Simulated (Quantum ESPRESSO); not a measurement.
# CoH3 (Pm-3m) in Quantum ESPRESSO: reference runs

Aim: a first look at CoH3 with PBE, on the cell as given and on a disturbed one.

All numbers are computed with Quantum ESPRESSO 7.5; they aren't measurements. Logs are shortened: lines on timing, memory, paths and dates and some standing lists are left out, and cuts for length are marked.

### Step 1. Starting point

It takes space group Pm-3m (No. 221, cubic). The conventional cell has a = 2.611 Å, b = 2.611 Å, c = 2.611 Å, α = 90.00°, β = 90.00°, γ = 90.00°. Co (site symmetry m-3m) has 12 H at 1.85 Å as nearest neighbours. H (site symmetry 4/mmm) is surrounded by 4 Co at 1.85 Å and 8 H at 1.85 Å.

The cell comes from a database or a generator and needn't be the stable form of this composition.

### Step 2. Single point, PBE, collinear spin, ferromagnetic start

pw.in reads:

```
&CONTROL
  calculation = 'scf'
  prefix = 'pwscf'
  outdir = './tmp'
  pseudo_dir = './pseudo'
  tprnfor = .true.
  tstress = .true.
  disk_io = 'low'
/
&SYSTEM
  ibrav = 0
  nat = 4
  ntyp = 2
  ecutwfc = 60
  ecutrho = 480
  nbnd = 19
  occupations = 'smearing'
  smearing = 'fd'
  degauss = 0.00367493
  nspin = 2
  starting_magnetization(1) = 0.1176
  starting_magnetization(2) = 0
/
&ELECTRONS
  conv_thr = 8d-10
  electron_maxstep = 120
  mixing_beta = 0.3
/
ATOMIC_SPECIES
Co    58.9332 Co_pbe_v1.2.uspp.F.UPF
H      1.0080 H.pbe-rrkjus_psl.1.0.0.UPF
CELL_PARAMETERS angstrom
   2.6113350000    0.0000000000    0.0000000000
   0.0000000000    2.6113350000    0.0000000000
   0.0000000000    0.0000000000    2.6113350000
ATOMIC_POSITIONS crystal
Co     0.0000000000    0.0000000000    0.0000000000
H      0.5000000000    0.5000000000    0.0000000000
H      0.5000000000    0.0000000000    0.5000000000
H      0.0000000000    0.5000000000    0.5000000000
K_POINTS automatic
10 10 10 0 0 0
```

pp_density.in reads:

```
&INPUTPP
  prefix = 'pwscf'
  outdir = './tmp'
  filplot = 'density.dat'
  plot_num = 0
/
&PLOT
  nfile = 1
  filepp(1) = 'density.dat'
  iflag = 3
  output_format = 6
  fileout = 'density.cube'
/
```

pp_potential.in reads:

```
&INPUTPP
  prefix = 'pwscf'
  outdir = './tmp'
  filplot = 'potential.dat'
  plot_num = 11
/
&PLOT
  nfile = 1
  filepp(1) = 'potential.dat'
  iflag = 3
  output_format = 6
  fileout = 'potential.cube'
/
```

pp_spin.in reads:

```
&INPUTPP
  prefix = 'pwscf'
  outdir = './tmp'
  filplot = 'spin.dat'
  plot_num = 6
/
&PLOT
  nfile = 1
  filepp(1) = 'spin.dat'
  iflag = 3
  output_format = 6
  fileout = 'spin.cube'
/
```

Potentials or basis: SSSP 1.3 efficiency PBE.

Run with:

```sh
$ OMP_NUM_THREADS=1 pw.x -in pw.in > pw.out
$ OMP_NUM_THREADS=1 pp.x -in pp_density.in > pp_density.out
$ OMP_NUM_THREADS=1 pp.x -in pp_potential.in > pp_potential.out
$ OMP_NUM_THREADS=1 pp.x -in pp_spin.in > pp_spin.out
```

pw.out:

```text
This program is part of the open-source Quantum ESPRESSO suite
     for quantum simulation of materials; please cite
[... 9 lines left out ...]
     --------------------
     sticks:   dense  smooth     PW     G-vecs:    dense   smooth      PW
     Sum         941     473    145                21367     7521    1365

     Using Slab Decomposition

     bravais-lattice index     =            0
     lattice parameter (alat)  =       4.9347  a.u.
     unit-cell volume          =     120.1668 (a.u.)^3
     number of atoms/cell      =            4
     number of atomic types    =            2
     number of electrons       =        20.00
     number of Kohn-Sham states=           19
     kinetic-energy cutoff     =      60.0000  Ry
     charge density cutoff     =     480.0000  Ry
     scf convergence threshold =      8.0E-10
     mixing beta               =       0.3000
     number of iterations used =            8  plain     mixing
     Exchange-correlation= PBE
                           (   1   4   3   4   0   0   0)

     celldm(1)=   4.934708  celldm(2)=   0.000000  celldm(3)=   0.000000
     celldm(4)=   0.000000  celldm(5)=   0.000000  celldm(6)=   0.000000

     crystal axes: (cart. coord. in units of alat)
               a(1) = (   1.000000   0.000000   0.000000 )
               a(2) = (   0.000000   1.000000   0.000000 )
               a(3) = (   0.000000   0.000000   1.000000 )

     reciprocal axes: (cart. coord. in units 2 pi/alat)
               b(1) = (  1.000000  0.000000  0.000000 )
               b(2) = (  0.000000  1.000000  0.000000 )
               b(3) = (  0.000000  0.000000  1.000000 )

     PseudoPot. # 1 for Co read from file:
     Co_pbe_v1.2.uspp.F.UPF
     Pseudo is Ultrasoft + core correction, Zval = 17.0
     Generated by new atomic code, or converted to UPF format
     Using radial grid of  863 points,  6 beta functions with:
                l(1) =   0
                l(2) =   0
                l(3) =   1
                l(4) =   1
                l(5) =   2
                l(6) =   2
     Q(r) pseudized with  8 coefficients,  rinner =    1.200   1.200   1.200
                                                       1.200   1.200

     PseudoPot. # 2 for H  read from file:
     H.pbe-rrkjus_psl.1.0.0.UPF
     Pseudo is Ultrasoft, Zval =  1.0
     Generated using "atomic" code by A. Dal Corso  v.5.1
     Using radial grid of  929 points,  2 beta functions with:
                l(1) =   0
                l(2) =   0
     Q(r) pseudized with 0 coefficients

     atomic species   valence    mass     pseudopotential
     Co               17.00    58.93320     Co( 1.00)
     H                 1.00     1.00800     H ( 1.00)

     Starting magnetic structure
     atomic species   magnetization
     Co              0.118
     H               0.000

     48 Sym. Ops., with inversion, found

   Cartesian axes

     site n.     atom                  positions (alat units)
         1        Co     tau(   1) = (   0.0000000   0.0000000   0.0000000  )
         2        H      tau(   2) = (   0.5000000   0.5000000   0.0000000  )
         3        H      tau(   3) = (   0.5000000   0.0000000   0.5000000  )
         4        H      tau(   4) = (   0.0000000   0.5000000   0.5000000  )

     number of k points=    56  Fermi-Dirac smearing, width (Ry)=  0.0037
                       cart. coord. in units 2pi/alat
        k(    1) = (   0.0000000   0.0000000   0.0000000), wk =   0.0010000
        k(    2) = (   0.0000000   0.0000000   0.1000000), wk =   0.0060000
        k(    3) = (   0.0000000   0.0000000   0.2000000), wk =   0.0060000
        k(    4) = (   0.0000000   0.0000000   0.3000000), wk =   0.0060000
        k(    5) = (   0.0000000   0.0000000   0.4000000), wk =   0.0060000
        k(    6) = (   0.0000000   0.0000000  -0.5000000), wk =   0.0030000
[... 48 lines left out ...]
        k(   55) = (   0.4000000  -0.5000000  -0.5000000), wk =   0.0060000
        k(   56) = (  -0.5000000  -0.5000000  -0.5000000), wk =   0.0010000

     Dense  grid:    21367 G-vectors     FFT dimensions: (  36,  36,  36)

     Smooth grid:     7521 G-vectors     FFT dimensions: (  25,  25,  25)

     Check: negative core charge=   -0.000018
     Generating pointlists ...
     new r_m :   0.2917 (alat units)  1.4394 (a.u.) for type    1
     new r_m :   0.2917 (alat units)  1.4394 (a.u.) for type    2

     Initial potential from superposition of free atoms

     starting charge      19.0000, renormalised to      20.0000
     Starting wfcs are   16 randomized atomic wfcs +    3 random wfcs

     Self-consistent Calculation

     iteration #  1     ecut=    60.00 Ry     beta= 0.30
     Davidson diagonalization with overlap
     ethr =  1.00E-02,  avg # of iterations =  5.1

     total energy              =    -298.30427805 Ry
     estimated scf accuracy    <      11.73227482 Ry

     total magnetization       =     0.48 Bohr mag/cell
     absolute magnetization    =     0.64 Bohr mag/cell

     iteration #  2     ecut=    60.00 Ry     beta= 0.30
     Davidson diagonalization with overlap
     ethr =  1.00E-02,  avg # of iterations =  2.3

     total energy              =    -301.05281780 Ry
     estimated scf accuracy    <       6.67406076 Ry

     total magnetization       =     0.10 Bohr mag/cell
     absolute magnetization    =     0.24 Bohr mag/cell

     iteration #  3     ecut=    60.00 Ry     beta= 0.30
     Davidson diagonalization with overlap
     ethr =  1.00E-02,  avg # of iterations =  2.0

     total energy              =    -301.90067725 Ry
     estimated scf accuracy    <       0.02823240 Ry

     total magnetization       =     0.48 Bohr mag/cell
     absolute magnetization    =     0.69 Bohr mag/cell

     iteration #  4     ecut=    60.00 Ry     beta= 0.30
     Davidson diagonalization with overlap
     ethr =  1.41E-04,  avg # of iterations =  2.2

     total energy              =    -301.90851094 Ry
     estimated scf accuracy    <       0.01460791 Ry

     total magnetization       =     0.33 Bohr mag/cell
     absolute magnetization    =     0.52 Bohr mag/cell

     iteration #  5     ecut=    60.00 Ry     beta= 0.30
     Davidson diagonalization with overlap
     ethr =  7.30E-05,  avg # of iterations =  1.2

     total energy              =    -301.91160442 Ry
     estimated scf accuracy    <       0.00218004 Ry

     total magnetization       =     0.14 Bohr mag/cell
     absolute magnetization    =     0.26 Bohr mag/cell

     iteration #  6     ecut=    60.00 Ry     beta= 0.30
     Davidson diagonalization with overlap
     ethr =  1.09E-05,  avg # of iterations =  1.4

     total energy              =    -301.91225898 Ry
     estimated scf accuracy    <       0.00118694 Ry

     total magnetization       =     0.15 Bohr mag/cell
     absolute magnetization    =     0.25 Bohr mag/cell

     iteration #  7     ecut=    60.00 Ry     beta= 0.30
     Davidson diagonalization with overlap
     ethr =  5.93E-06,  avg # of iterations =  1.0

     total energy              =    -301.91241478 Ry
     estimated scf accuracy    <       0.00046870 Ry

     total magnetization       =     0.09 Bohr mag/cell
     absolute magnetization    =     0.17 Bohr mag/cell

     iteration #  8     ecut=    60.00 Ry     beta= 0.30
     Davidson diagonalization with overlap
     ethr =  2.34E-06,  avg # of iterations =  1.3

     total energy              =    -301.91216607 Ry
     estimated scf accuracy    <       0.00054746 Ry

     total magnetization       =     0.10 Bohr mag/cell
     absolute magnetization    =     0.18 Bohr mag/cell

     iteration #  9     ecut=    60.00 Ry     beta= 0.30
     Davidson diagonalization with overlap
     ethr =  2.34E-06,  avg # of iterations =  2.0

     total energy              =    -301.91311747 Ry
     estimated scf accuracy    <       0.00001143 Ry

     total magnetization       =     0.01 Bohr mag/cell
     absolute magnetization    =     0.01 Bohr mag/cell

     iteration # 10     ecut=    60.00 Ry     beta= 0.30
     Davidson diagonalization with overlap
     ethr =  5.71E-08,  avg # of iterations =  2.0

     total energy              =    -301.91310688 Ry
     estimated scf accuracy    <       0.00002427 Ry

     total magnetization       =     0.02 Bohr mag/cell
     absolute magnetization    =     0.03 Bohr mag/cell

     iteration # 11     ecut=    60.00 Ry     beta= 0.30
     Davidson diagonalization with overlap
     ethr =  5.71E-08,  avg # of iterations =  2.0

     total energy              =    -301.91315620 Ry
     estimated scf accuracy    <       0.00000156 Ry

     total magnetization       =    -0.00 Bohr mag/cell
     absolute magnetization    =     0.01 Bohr mag/cell

     iteration # 12     ecut=    60.00 Ry     beta= 0.30
     Davidson diagonalization with overlap
     ethr =  7.82E-09,  avg # of iterations =  1.1

     total energy              =    -301.91315763 Ry
     estimated scf accuracy    <       0.00000004 Ry

     total magnetization       =    -0.00 Bohr mag/cell
     absolute magnetization    =     0.00 Bohr mag/cell

     iteration # 13     ecut=    60.00 Ry     beta= 0.30
     Davidson diagonalization with overlap
     ethr =  1.87E-10,  avg # of iterations =  1.9

     total energy              =    -301.91315764 Ry
     estimated scf accuracy    <          3.0E-09 Ry

     total magnetization       =    -0.00 Bohr mag/cell
     absolute magnetization    =     0.00 Bohr mag/cell

     iteration # 14     ecut=    60.00 Ry     beta= 0.30
     Davidson diagonalization with overlap
     ethr =  1.48E-11,  avg # of iterations =  2.0

     Magnetic moment per site  (integrated on atomic sphere of radius R)
     atom   1 (R=0.292)  charge= 14.0205  magn=  0.0001
     atom   2 (R=0.292)  charge=  1.0494  magn= -0.0000
     atom   3 (R=0.292)  charge=  1.0494  magn= -0.0000
     atom   4 (R=0.292)  charge=  1.0494  magn= -0.0000

     End of self-consistent calculation

     Number of k-points >= 100: set verbosity='high' to print the bands.

     the Fermi energy is    13.7005 ev

!    total energy              =    -301.91315765 Ry
     estimated scf accuracy    <          3.4E-10 Ry
     smearing contrib. (-TS)   =      -0.00037333 Ry
     internal energy E=F+TS    =    -301.91278432 Ry

     The total energy is F=E-TS. E is the sum of the following terms:
     one-electron contribution =    -192.52599810 Ry
     hartree contribution      =     106.11000094 Ry
     xc contribution           =     -34.85728530 Ry
     ewald contribution        =    -180.63950185 Ry

     total magnetization       =     0.00 Bohr mag/cell
     absolute magnetization    =     0.00 Bohr mag/cell

     convergence has been achieved in  14 iterations

     Forces acting on atoms (cartesian axes, Ry/au):

     atom    1 type  1   force =     0.00000000    0.00000000    0.00000000
     atom    2 type  2   force =     0.00000000    0.00000000    0.00000000
     atom    3 type  2   force =     0.00000000    0.00000000    0.00000000
     atom    4 type  2   force =     0.00000000    0.00000000    0.00000000

     Total force =     0.000000     Total SCF correction =     0.000000

     Computing stress (Cartesian axis) and pressure

          total   stress  (Ry/bohr**3)                   (kbar)     P=        0.27
   0.00000183   0.00000000   0.00000000            0.27        0.00        0.00
   0.00000000   0.00000183   0.00000000            0.00        0.27        0.00
   0.00000000   0.00000000   0.00000183            0.00        0.00        0.27

=------------------------------------------------------------------------------=
   JOB DONE.
=------------------------------------------------------------------------------=
```

Run time: 25 s. Hardware: 1 thread of Intel Xeon Platinum 8488C (Sapphire Rapids), shared host; peak memory 0.14 GiB.

What came out:

- Free energy: -4107.7378 eV
- Pressure: 0.0 GPa
- Band gap on the k mesh: none (metal or under the smearing width)
- Net moment: 0.00 μB per cell
- Absolute moment: 0.00 μB per cell
- Valence electrons inside the program's atomic spheres: Co 14.02; H 1.05

Caveat: the starting moments collapsed, and a magnetic state may lie lower.

(Part 1 of 2 ends here.)
